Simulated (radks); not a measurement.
**Ho⁺ inside a hard spherical wall**

What does compression do to the levels of Ho⁺? A hard sphere of shrinking radius stands in for pressure; the configuration is held at [Xe] 4f11 6s1.

The numbers are computed with radks (a radial shooting solver on a logarithmic mesh, Libxc functionals) version 1 (scalar-relativistic Kohn-Sham, PBE, spin-polarised, spherical densities, finite nucleus; open shells are filled with parallel spins first), except any that are marked as measured or tabulated.

## Step 1: The atom as given

* element: holmium (Z = 67)
* charge: +1
* electrons: 66
* configuration: [Xe] 4f11 6s1
* nuclear rms radius: 5.2022 fm

Outer shells as boxes (Hund's rule):

Ho⁺
```
[Xe] core
4f [↑↓][↑↓][↑↓][↑↓][↑ ][↑ ][↑ ]
6s [↑ ]
```

## Step 2: The free atom

The run's settings:

```text
Z 67
configuration [Xe] 4f11 6s1 5d0 6p0 7s0
relativity scalar-relativistic
functional pbe,pbe
spin polarised
nucleus finite rms 5.2022 fm
c 137.035999084
```

## Step 3: Wall at 20 bohr

Settings, as their differences from step 2:

```diff
@@ -6,2 +6,3 @@
 nucleus finite rms 5.2022 fm
+wall 20 bohr
 c 137.035999084
```

## Step 4: Wall at 10 bohr

Settings, as their differences from step 3:

```diff
@@ -6,3 +6,3 @@
 nucleus finite rms 5.2022 fm
-wall 20 bohr
+wall 10 bohr
 c 137.035999084
```

## Step 5: Wall at 6 bohr

Settings, as their differences from step 4:

```diff
@@ -6,3 +6,3 @@
 nucleus finite rms 5.2022 fm
-wall 10 bohr
+wall 6 bohr
 c 137.035999084
```

## Step 6: Wall at 4 bohr

Settings, as their differences from step 5:

```diff
@@ -6,3 +6,3 @@
 nucleus finite rms 5.2022 fm
-wall 6 bohr
+wall 4 bohr
 c 137.035999084
```

## Step 7: Wall at 2 bohr

Settings, as their differences from step 6:

```diff
@@ -6,3 +6,3 @@
 nucleus finite rms 5.2022 fm
-wall 4 bohr
+wall 2 bohr
 c 137.035999084
```

## Step 8: Wall at 1.5 bohr

Settings, as their differences from step 7:

```diff
@@ -6,3 +6,3 @@
 nucleus finite rms 5.2022 fm
-wall 2 bohr
+wall 1.5 bohr
 c 137.035999084
```

Q: Predict the outcome of this session. Wanted: for each run, R; E − E(free); ε(6s); ε(5d, empty); ε(6p, empty); ε(7s, empty); pressure.

The runs gave:

| R (bohr) | E − E(free) (eV) | ε(6s) (eV) | ε(5d, empty) (eV) | ε(6p, empty) (eV) | ε(7s, empty) (eV) | pressure (GPa) |
| --- | --- | --- | --- | --- | --- | --- |
| free | 0.000 | -9.324 | -7.106 | -5.747 | - | 0 |
| 20 | -0.000 | -9.324 | -7.106 | -5.747 | - | < 0.0001 |
| 10 | 0.007 | -9.309 | -7.089 | -5.665 | -1.762 | 0.00762 |
| 6 | 0.907 | -8.097 | -6.263 | -3.009 | 10.195 | 2.48 |
| 4 | 10.080 | 0.972 | -1.908 | 11.070 | 50.815 | 73.6 |
| 2 | 365.48 | 163.87 | 67.934 | 200.09 | 438.09 | 18685 |
| 1.5 | 1353.8 | 448.72 | 198.10 | 503.54 | 987.76 | 150851 |

In words: Eigenvalues are for spin up. At the tightest wall, 1.5 bohr, the energy stands 1353.8 eV above the free atom and the pressure, −dE/dV, is 150851 GPa. Of the levels in the table that exist at both ends, 6p (empty) rises most from the free atom (509.29 eV). From R = 4 bohr inwards the highest occupied level lies above zero, pushed up by confinement. Shells are not refilled when levels cross, and a hard wall is a model, not a crystal.
